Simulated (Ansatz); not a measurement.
# SiHCl3: search for a transition state, part 2 of 2

Ansatz 0.2.0, Gaussian basis; PBE0-D4. Earlier steps stand in the parts before.

### Step 7. Relaxing after a step of 0.30 Å one way along the mode

downa/in.yaml

```yaml
crystal:
  periodic: [false, false, false]
  atoms:
    - {symbol: Si, position_ang: [-0.139235, -0.107072, -0.338067]}
    - {symbol: Cl, position_ang: [1.650012, -0.763339, -1.052542]}
    - {symbol: Cl, position_ang: [-1.122490, -1.730901, 0.396068]}
    - {symbol: H, position_ang: [-0.647808, 1.287425, -0.380003]}
    - {symbol: Cl, position_ang: [0.259521, 1.313887, 1.374443]}
basis:
  gaussian: {orbitals: def2-TZVP}
hamiltonian: {xc: pbe0, dispersion: d4}
relax: {f_tol: 0.005, max_steps: 200}
```

Started as:

```
$ ansatz run in.yaml --threads 2 --pin off --events-out ev --progress --plain --max-ram 4352MiB
```

The program printed:

```text
Functional definition: PBE0
  name "PBE0"
  cite "Adamo & Barone, J. Chem. Phys. 110, 6158 (1999) doi:10.1063/1.478522"
  cite "Perdew, Burke & Ernzerhof, Phys. Rev. Lett. 77, 3865 (1996) doi:10.1103/PhysRevLett.77.3865"
  parent pbe
  parameter a = 0.25
  parameter kappa = 0.804
  parameter beta = 0.06672455060314922
  exchange = (1 - a)*pbe_x(kappa = kappa, mu = beta*pi^2/3) + a*exact_x
  correlation = pbe_c(beta = beta)
1116 factors; their error is unknown
mean field evaluation 1: about -45448.9429 eV, gradient 1.8e1 eV
mean field evaluation 2: about -45448.4249 eV, gradient 2.4e1 eV
mean field evaluation 4: about -45449.8186 eV, gradient 8.1e-1 eV
mean field evaluation 8: about -45449.9657 eV, gradient 2.9e-2 eV
mean field -45449.96568790 eV, -1670.2554319372 hartree, gradient 7.8e-5 eV, S^2 0.000000; 0 other end points of the search recorded, 0 dependent functions left out
the calculation of the forces begins
reference -45449.96571564 eV, -1670.2554329567 hartree; 33, 33 occupied and 121, 121 virtual orbitals, 1116 factors
relax step   1: F+E_penalty+E_count = -45450.12238536 eV  Δ(F+E_penalty+E_count) = +0.000e0 eV  max|allowed force component| = 2.222e0 eV/Å  Δτ_max = 0.0000 Å  (25 SCF iters, accepted)
these checks for a lower state are left out or cut short: starts, cluster_reference, orbital_swaps, neighbouring_geometries, increment
1116 factors; their error is unknown
mean field evaluation 16: about -45450.7521 eV, gradient 4.2e-1 eV
mean field -45450.89873185 eV, -1670.2897206697 hartree, gradient 8.7e-6 eV, S^2 0.000000; 0 other end points of the search recorded, 0 dependent functions left out
the calculation of the forces begins
reference -45450.89875968 eV, -1670.2897216926 hartree; 33, 33 occupied and 121, 121 virtual orbitals, 1116 factors
relax step   2: F+E_penalty+E_count = -45451.05575926 eV  Δ(F+E_penalty+E_count) = -9.334e-1 eV  max|allowed force component| = 2.136e0 eV/Å  Δτ_max = 0.1958 Å  (32 SCF iters, accepted)
these checks for a lower state are left out or cut short: starts, cluster_reference, orbital_swaps, neighbouring_geometries, increment
1116 factors; their error is unknown
mean field -45451.45159190 eV, -1670.3100379018 hartree, gradient 6.5e-5 eV, S^2 0.000000; 0 other end points of the search recorded, 0 dependent functions left out
the calculation of the forces begins
reference -45451.45161966 eV, -1670.3100389221 hartree; 33, 33 occupied and 121, 121 virtual orbitals, 1116 factors
relax step   3: F+E_penalty+E_count = -45451.61127814 eV  Δ(F+E_penalty+E_count) = -5.555e-1 eV  max|allowed force component| = 2.331e0 eV/Å  Δτ_max = 0.1950 Å  (30 SCF iters, accepted)
these checks for a lower state are left out or cut short: starts, cluster_reference, orbital_swaps, neighbouring_geometries, increment
1116 factors; their error is unknown
mean field evaluation 32: about -45451.8606 eV, gradient 7.6e-4 eV
mean field -45451.86062831 eV, -1670.3250697128 hartree, gradient 8.2e-6 eV, S^2 0.000000; 0 other end points of the search recorded, 0 dependent functions left out
the calculation of the forces begins
reference -45451.86065612 eV, -1670.3250707348 hartree; 33, 33 occupied and 121, 121 virtual orbitals, 1116 factors
relax step   4: F+E_penalty+E_count = -45452.01965107 eV  Δ(F+E_penalty+E_count) = -4.084e-1 eV  max|allowed force component| = 1.025e0 eV/Å  Δτ_max = 0.1961 Å  (28 SCF iters, accepted)
these checks for a lower state are left out or cut short: starts, cluster_reference, orbital_swaps, neighbouring_geometries, increment
1116 factors; their error is unknown
mean field -45451.94280854 eV, -1670.3280897806 hartree, gradient 2.1e-5 eV, S^2 0.000000; 0 other end points of the search recorded, 0 dependent functions left out
the calculation of the forces begins
reference -45451.94283639 eV, -1670.3280908040 hartree; 33, 33 occupied and 121, 121 virtual orbitals, 1116 factors
relax step   5: F+E_penalty+E_count = -45452.10217683 eV  Δ(F+E_penalty+E_count) = -8.253e-2 eV  max|allowed force component| = 2.263e-1 eV/Å  Δτ_max = 0.1485 Å  (27 SCF iters, accepted)
these checks for a lower state are left out or cut short: starts, cluster_reference, orbital_swaps, neighbouring_geometries, increment
1116 factors; their error is unknown
mean field -45451.94871087 eV, -1670.3283066872 hartree, gradient 6.2e-5 eV, S^2 0.000000; 0 other end points of the search recorded, 0 dependent functions left out
the calculation of the forces begins
reference -45451.94873868 eV, -1670.3283077092 hartree; 33, 33 occupied and 121, 121 virtual orbitals, 1116 factors
relax step   6: F+E_penalty+E_count = -45452.10803810 eV  Δ(F+E_penalty+E_count) = -5.861e-3 eV  max|allowed force component| = 2.339e-2 eV/Å  Δτ_max = 0.0374 Å  (24 SCF iters, accepted)
these checks for a lower state are left out or cut short: starts, cluster_reference, orbital_swaps, neighbouring_geometries, increment
1116 factors; their error is unknown
mean field -45451.94887775 eV, -1670.3283128199 hartree, gradient 6.0e-5 eV, S^2 0.000000; 0 other end points of the search recorded, 0 dependent functions left out
the calculation of the forces begins
reference -45451.94890556 eV, -1670.3283138418 hartree; 33, 33 occupied and 121, 121 virtual orbitals, 1116 factors
relax step   7: F+E_penalty+E_count = -45452.10811405 eV  Δ(F+E_penalty+E_count) = -7.595e-5 eV  max|allowed force component| = 9.955e-3 eV/Å  Δτ_max = 0.0045 Å  (25 SCF iters, accepted)
these checks for a lower state are left out or cut short: starts, cluster_reference, orbital_swaps, neighbouring_geometries, increment
1116 factors; their error is unknown
mean field -45451.94886603 eV, -1670.3283123890 hartree, gradient 7.2e-5 eV, S^2 0.000000; 0 other end points of the search recorded, 0 dependent functions left out
the calculation of the forces begins
reference -45451.94889383 eV, -1670.3283134108 hartree; 33, 33 occupied and 121, 121 virtual orbitals, 1116 factors
relax step   8: F+E_penalty+E_count = -45452.10814047 eV  Δ(F+E_penalty+E_count) = -2.642e-5 eV  max|allowed force component| = 1.328e-3 eV/Å  Δτ_max = 0.0015 Å  (19 SCF iters, accepted)
1116 factors; their error is unknown
mean field evaluation 64: about -45451.9488 eV, gradient 1.7e-1 eV
mean field -45451.94886603 eV, -1670.3283123890 hartree, gradient 7.2e-5 eV, S^2 0.000000; 1 other end points of the search recorded, 0 dependent functions left out
the calculation of the forces begins
reference -45451.94889383 eV, -1670.3283134108 hartree; 33, 33 occupied and 121, 121 virtual orbitals, 1116 factors
Total energy: -45452.10816827 eV, -1670.3341666385 hartree
Atom 0 at    -0.058206     0.069528    -0.064985 Å, force    -0.000977     0.000807    -0.001328 eV/Å
Atom 1 at     1.598632    -0.554697    -1.057277 Å, force     0.000647    -0.000083    -0.000328 eV/Å
Atom 2 at    -1.208188    -1.534255     0.409187 Å, force    -0.000484    -0.000477     0.000263 eV/Å
Atom 3 at    -0.824846     0.985227    -0.920675 Å, force     0.000418    -0.000655     0.000363 eV/Å
Atom 4 at     0.492608     1.034197     1.633649 Å, force     0.000396     0.000408     0.001030 eV/Å
Dipole moment:    -0.084410     0.100839    -0.094205 e Å
```

Run time: 23 s. Hardware: 2 threads of Arm Neoverse V2, shared host.

Relaxation path:

```
step  energy from step 1 (eV)  largest force component (eV/Å)
   1                   0.0000                          2.2221
   2                  -0.9334                          2.1360
   3                  -1.4889                          2.3314
   4                  -1.8973                          1.0252
   5                  -1.9798                          0.2263
   6                  -1.9857                          0.0234
   7                  -1.9857                          0.0100
   8                  -1.9858                          0.0013
```

Distances of close pairs at the start and the end, largest changes first:

```
   bond  before (Å)  after (Å)  change (Å)
Si1–Cl5       2.261      2.030      -0.231
 Si1–H4       1.485      1.469      -0.016
Si1–Cl2       2.035      2.030      -0.006
Si1–Cl3       2.035      2.030      -0.006
```

### Step 8. Relaxing after a step of 0.30 Å the other way along the mode

downb/in.yaml

```yaml
crystal:
  periodic: [false, false, false]
  atoms:
    - {symbol: Si, position_ang: [-0.315493, -0.317761, -0.816099]}
    - {symbol: Cl, position_ang: [1.704192, -0.823068, -1.004287]}
    - {symbol: Cl, position_ang: [-1.079975, -1.794751, 0.450370]}
    - {symbol: H, position_ang: [-0.400292, 1.383630, 0.158031]}
    - {symbol: Cl, position_ang: [0.091568, 1.551949, 1.211884]}
basis:
  gaussian: {orbitals: def2-TZVP}
hamiltonian: {xc: pbe0, dispersion: d4}
relax: {f_tol: 0.005, max_steps: 200}
```

Started as:

```
$ ansatz run in.yaml --threads 2 --pin off --events-out ev --progress --plain --max-ram 4352MiB
```

The program printed:

```text
[... 10 set-up lines as earlier in the session ...]
1116 factors; their error is unknown
mean field evaluation 1: about -45447.9962 eV, gradient 1.7e1 eV
mean field evaluation 2: about -45447.9420 eV, gradient 1.9e1 eV
mean field evaluation 4: about -45448.7250 eV, gradient 9.2e-1 eV
mean field evaluation 8: about -45448.8755 eV, gradient 1.6e-1 eV
mean field evaluation 16: about -45448.8755 eV, gradient 2.9e-5 eV
mean field -45448.87552945 eV, -1670.2153693531 hartree, gradient 2.9e-5 eV, S^2 0.000000; 0 other end points of the search recorded, 0 dependent functions left out
the calculation of the forces begins
reference -45448.87555687 eV, -1670.2153703606 hartree; 33, 33 occupied and 121, 121 virtual orbitals, 1116 factors
relax step   1: F+E_penalty+E_count = -45449.03768242 eV  Δ(F+E_penalty+E_count) = +0.000e0 eV  max|allowed force component| = 5.143e0 eV/Å  Δτ_max = 0.0000 Å  (25 SCF iters, accepted)
these checks for a lower state are left out or cut short: starts, cluster_reference, orbital_swaps, neighbouring_geometries, increment
1116 factors; their error is unknown
mean field -45449.34763428 eV, -1670.2327188855 hartree, gradient 2.7e-5 eV, S^2 0.000000; 0 other end points of the search recorded, 0 dependent functions left out
the calculation of the forces begins
reference -45449.34766188 eV, -1670.2327198998 hartree; 33, 33 occupied and 121, 121 virtual orbitals, 1116 factors
relax step   2: F+E_penalty+E_count = -45449.50431648 eV  Δ(F+E_penalty+E_count) = -4.666e-1 eV  max|allowed force component| = 1.503e0 eV/Å  Δτ_max = 0.1920 Å  (28 SCF iters, accepted)
these checks for a lower state are left out or cut short: starts, cluster_reference, orbital_swaps, neighbouring_geometries, increment
1116 factors; their error is unknown
mean field -45449.43923221 eV, -1670.2360850475 hartree, gradient 1.9e-5 eV, S^2 0.000000; 0 other end points of the search recorded, 0 dependent functions left out
the calculation of the forces begins
reference -45449.43925999 eV, -1670.2360860681 hartree; 33, 33 occupied and 121, 121 virtual orbitals, 1116 factors
relax step   3: F+E_penalty+E_count = -45449.59306630 eV  Δ(F+E_penalty+E_count) = -8.875e-2 eV  max|allowed force component| = 4.304e-1 eV/Å  Δτ_max = 0.1955 Å  (28 SCF iters, accepted)
these checks for a lower state are left out or cut short: starts, cluster_reference, orbital_swaps, neighbouring_geometries, increment
1116 factors; their error is unknown
mean field evaluation 32: about -45449.3239 eV, gradient 6.6e-2 eV
mean field -45449.47180667 eV, -1670.2372821367 hartree, gradient 2.6e-5 eV, S^2 0.000000; 0 other end points of the search recorded, 0 dependent functions left out
the calculation of the forces begins
reference -45449.47183463 eV, -1670.2372831640 hartree; 33, 33 occupied and 121, 121 virtual orbitals, 1116 factors
relax step   4: F+E_penalty+E_count = -45449.62122436 eV  Δ(F+E_penalty+E_count) = -2.816e-2 eV  max|allowed force component| = 3.659e-1 eV/Å  Δτ_max = 0.1712 Å  (28 SCF iters, accepted)
these checks for a lower state are left out or cut short: starts, cluster_reference, orbital_swaps, neighbouring_geometries, increment
1116 factors; their error is unknown
mean field -45449.49391368 eV, -1670.2380945544 hartree, gradient 1.4e-5 eV, S^2 0.000000; 0 other end points of the search recorded, 0 dependent functions left out
the calculation of the forces begins
reference -45449.49394206 eV, -1670.2380955973 hartree; 33, 33 occupied and 121, 121 virtual orbitals, 1116 factors
relax step   5: F+E_penalty+E_count = -45449.64261360 eV  Δ(F+E_penalty+E_count) = -2.139e-2 eV  max|allowed force component| = 6.492e-1 eV/Å  Δτ_max = 0.1951 Å  (29 SCF iters, accepted)
these checks for a lower state are left out or cut short: starts, cluster_reference, orbital_swaps, neighbouring_geometries, increment
1116 factors; their error is unknown
mean field -45449.52180839 eV, -1670.2391196659 hartree, gradient 2.7e-5 eV, S^2 0.000000; 0 other end points of the search recorded, 0 dependent functions left out
the calculation of the forces begins
reference -45449.52183662 eV, -1670.2391207034 hartree; 33, 33 occupied and 121, 121 virtual orbitals, 1116 factors
relax step   6: F+E_penalty+E_count = -45449.67375962 eV  Δ(F+E_penalty+E_count) = -3.115e-2 eV  max|allowed force component| = 1.551e-1 eV/Å  Δτ_max = 0.1413 Å  (27 SCF iters, accepted)
these checks for a lower state are left out or cut short: starts, cluster_reference, orbital_swaps, neighbouring_geometries, increment
1116 factors; their error is unknown
mean field -45449.52427145 eV, -1670.2392101818 hartree, gradient 1.3e-5 eV, S^2 0.000000; 0 other end points of the search recorded, 0 dependent functions left out
the calculation of the forces begins
reference -45449.52429962 eV, -1670.2392112170 hartree; 33, 33 occupied and 121, 121 virtual orbitals, 1116 factors
relax step   7: F+E_penalty+E_count = -45449.67649341 eV  Δ(F+E_penalty+E_count) = -2.734e-3 eV  max|allowed force component| = 1.147e-1 eV/Å  Δτ_max = 0.0501 Å  (28 SCF iters, accepted)
these checks for a lower state are left out or cut short: starts, cluster_reference, orbital_swaps, neighbouring_geometries, increment
1116 factors; their error is unknown
mean field evaluation 64: about -45449.5077 eV, gradient 1.4e-4 eV
mean field -45449.50774224 eV, -1670.2386027444 hartree, gradient 1.3e-5 eV, S^2 0.000000; 0 other end points of the search recorded, 0 dependent functions left out
the calculation of the forces begins
reference -45449.50777057 eV, -1670.2386037857 hartree; 33, 33 occupied and 121, 121 virtual orbitals, 1116 factors
relax step   8: F+E_penalty+E_count = -45449.66086002 eV  Δ(F+E_penalty+E_count) = +1.563e-2 eV  max|allowed force component| = 7.900e-1 eV/Å  Δτ_max = 0.1965 Å  (33 SCF iters, rejected (line search))
these checks for a lower state are left out or cut short: starts, cluster_reference, orbital_swaps, neighbouring_geometries, increment
1116 factors; their error is unknown
mean field -45449.53062370 eV, -1670.2394436228 hartree, gradient 8.7e-6 eV, S^2 0.000000; 0 other end points of the search recorded, 0 dependent functions left out
the calculation of the forces begins
reference -45449.53065184 eV, -1670.2394446569 hartree; 33, 33 occupied and 121, 121 virtual orbitals, 1116 factors
relax step   9: F+E_penalty+E_count = -45449.68347848 eV  Δ(F+E_penalty+E_count) = -6.985e-3 eV  max|allowed force component| = 1.427e-2 eV/Å  Δτ_max = 0.0983 Å  (29 SCF iters, accepted)
these checks for a lower state are left out or cut short: starts, cluster_reference, orbital_swaps, neighbouring_geometries, increment
1116 factors; their error is unknown
mean field -45449.53102116 eV, -1670.2394582289 hartree, gradient 2.0e-5 eV, S^2 0.000000; 0 other end points of the search recorded, 0 dependent functions left out
the calculation of the forces begins
reference -45449.53104931 eV, -1670.2394592634 hartree; 33, 33 occupied and 121, 121 virtual orbitals, 1116 factors
relax step  10: F+E_penalty+E_count = -45449.68355794 eV  Δ(F+E_penalty+E_count) = -7.946e-5 eV  max|allowed force component| = 8.507e-3 eV/Å  Δτ_max = 0.0078 Å  (23 SCF iters, accepted)
these checks for a lower state are left out or cut short: starts, cluster_reference, orbital_swaps, neighbouring_geometries, increment
1116 factors; their error is unknown
mean field -45449.53073173 eV, -1670.2394475925 hartree, gradient 2.1e-5 eV, S^2 0.000000; 0 other end points of the search recorded, 0 dependent functions left out
the calculation of the forces begins
reference -45449.53075991 eV, -1670.2394486283 hartree; 33, 33 occupied and 121, 121 virtual orbitals, 1116 factors
relax step  11: F+E_penalty+E_count = -45449.68362104 eV  Δ(F+E_penalty+E_count) = -6.310e-5 eV  max|allowed force component| = 7.080e-2 eV/Å  Δτ_max = 0.0445 Å  (27 SCF iters, accepted)
these checks for a lower state are left out or cut short: starts, cluster_reference, orbital_swaps, neighbouring_geometries, increment
1116 factors; their error is unknown
mean field -45449.53132157 eV, -1670.2394692689 hartree, gradient 1.5e-5 eV, S^2 0.000000; 0 other end points of the search recorded, 0 dependent functions left out
the calculation of the forces begins
reference -45449.53134974 eV, -1670.2394703043 hartree; 33, 33 occupied and 121, 121 virtual orbitals, 1116 factors
relax step  12: F+E_penalty+E_count = -45449.68390495 eV  Δ(F+E_penalty+E_count) = -2.839e-4 eV  max|allowed force component| = 2.025e-3 eV/Å  Δτ_max = 0.0129 Å  (28 SCF iters, accepted)
1116 factors; their error is unknown
mean field evaluation 96: about -45448.6399 eV, gradient 1.7e1 eV
mean field -45449.53132157 eV, -1670.2394692689 hartree, gradient 1.5e-5 eV, S^2 0.000000; 1 other end points of the search recorded, 0 dependent functions left out
the calculation of the forces begins
reference -45449.53134974 eV, -1670.2394703043 hartree; 33, 33 occupied and 121, 121 virtual orbitals, 1116 factors
Total energy: -45449.68393313 eV, -1670.2450776402 hartree
Atom 0 at    -0.286949    -0.675573    -1.000487 Å, force     0.001437    -0.002025     0.001399 eV/Å
Atom 1 at     1.755095    -1.100873    -1.014087 Å, force    -0.001261     0.000721    -0.000702 eV/Å
Atom 2 at    -0.970383    -2.052054     0.409911 Å, force    -0.000339     0.001043    -0.001183 eV/Å
Atom 3 at    -0.577248     2.347123     0.462942 Å, force     0.000369    -0.001246    -0.000127 eV/Å
Atom 4 at     0.079485     1.481377     1.141620 Å, force    -0.000206     0.001508     0.000614 eV/Å
Dipole moment:    -0.213112     0.505495    -0.070236 e Å
```

It took 33 s on 2 threads of Arm Neoverse V2, shared host.

Relaxation path: (the energy doesn't fall at every step)

```
step  energy from step 1 (eV)  largest force component (eV/Å)
   1                   0.0000                          5.1429
   2                  -0.4666                          1.5026
   3                  -0.5554                          0.4304
   4                  -0.5835                          0.3659
   5                  -0.6049                          0.6492
   6                  -0.6361                          0.1551
   7                  -0.6388                          0.1147
   8                  -0.6232                          0.7900
   9                  -0.6458                          0.0143
  10                  -0.6459                          0.0085
  11                  -0.6459                          0.0708
  12                  -0.6462                          0.0020
```

Close pairs (by a distance rule), those that changed most:

```
   bond  before (Å)  after (Å)  change (Å)
 H4–Cl5       1.175      1.281      +0.106
Si1–Cl2       2.090      2.086      -0.005
Si1–Cl3       2.090      2.086      -0.005
```

### Step 9. What the saddle joins

```
   pair  start side (Å)  saddle (Å)  end side (Å)
 Si1–H4           3.371       1.644         1.469
Si1–Cl5           3.062       2.523         2.030
 H4–Cl5           1.281       1.572         2.874
```

### Step 10. Results

This closing draws on all 2 parts.

```
                       quantity                                         value
                 imaginary mode                                     916i cm⁻¹
    barrier from the start side                                   53.0 kJ/mol
      barrier from the end side                                  286.9 kJ/mol
             energy of the step                                 -233.9 kJ/mol
              pairs that change  Si1–H4 formed, Si1–Cl5 formed, H4–Cl5 broken
zero-point energy at the saddle                                      0.258 eV
```

**Reading.** The point has a single imaginary mode (916i cm⁻¹), as a transition state must. It joins the planned start and end. At PBE0-D4/def2-TZVP the electronic barrier is 53.0 kJ/mol, about 21 kT at 298 K, and the step runs 233.9 kJ/mol downhill. A step off the saddle overshot and began above it in energy, so the link to its end is likely but not proven. The ends are the nearest minima, not always the lowest complexes.
